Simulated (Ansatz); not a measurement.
# H7NOSn: the cost of one run

Method: RHF/def2-SVP, in Ansatz 0.2.0.

## (1) The system as given

Bond lengths: Sn1–O2 2.310 Å, O2–H3 1.010 Å, Sn1–H4 1.740 Å, Sn1–H5 1.739 Å, Sn1–H6 1.739 Å, Sn1–N7 2.400 Å, N7–H8 1.060 Å, N7–H9 1.060 Å. Angles: Sn1–O2–H3 109.5°, O2–Sn1–H4 109.4°, O2–Sn1–H5 109.5°, O2–Sn1–H6 109.5°, O2–Sn1–N7 71.6°, H4–Sn1–H5 109.5°, H4–Sn1–H6 109.5°, H4–Sn1–N7 67.2°, H5–Sn1–H6 109.5°, H5–Sn1–N7 176.6°, H6–Sn1–N7 72.8°, Sn1–N7–H8 120.0°, Sn1–N7–H9 120.0°, H8–N7–H9 120.0°.

Structure file:

```xyz
10

Sn    0.0000    0.0000    0.0000
O     0.0000    0.0000    2.3100
H    -0.9095   -0.2814    2.6471
H     1.6408    0.0000   -0.5794
H    -0.8195    1.4198   -0.5794
H    -0.8195   -1.4198   -0.5794
N     1.2526   -1.9022    0.7568
H     0.8135   -2.8668    0.7399
H     2.2450   -1.7777    1.1079
H     0.7553   -1.1469    1.9180
```

## (2) A restrained relaxation towards end A

Springs on the bonds that form and break draw the guess towards this end; the thresholds are loose.

The input, input.yaml:

```yaml
crystal:
  periodic: [false, false, false]
  atoms:
    - { symbol: Sn, position_ang: [0.0, 0.0, 0.0] }
    - { symbol: O, position_ang: [0.0, 0.0, 2.31] }
    - { symbol: H, position_ang: [-0.9095, -0.2814, 2.6471] }
    - { symbol: H, position_ang: [1.6408, 0.0, -0.5794] }
    - { symbol: H, position_ang: [-0.8195, 1.4198, -0.5794] }
    - { symbol: H, position_ang: [-0.8195, -1.4198, -0.5794] }
    - { symbol: "N", position_ang: [1.2526, -1.9022, 0.7568] }
    - { symbol: H, position_ang: [0.8135, -2.8668, 0.7399] }
    - { symbol: H, position_ang: [2.245, -1.7777, 1.1079] }
    - { symbol: H, position_ang: [0.7553, -1.1469, 1.918] }
basis:
  gaussian: { orbitals: def2-SVP }
hamiltonian:
  xc: hf
relax:
  f_tol: 0.15
  max_steps: 25
  restrain:
    - { distance: [0, 6], at: 3.3, k: 30.0 }
    - { distance: [9, 1], at: 2.21, k: 30.0 }
    - { distance: [0, 1], at: 1.96, k: 30.0 }
    - { distance: [9, 6], at: 1.06, k: 30.0 }
output:
  orbitals: {}
```

The run is started by

```bash
$ ansatz run input.yaml --threads 1 --pin off --max-ram 2048MiB --backend cpu --events-out ev --progress --plain --runs-dir out
```

What time and memory should one allow on 1 thread of Arm Neoverse V2, shared host?

About 19 s, with a peak of 0.17 GiB.
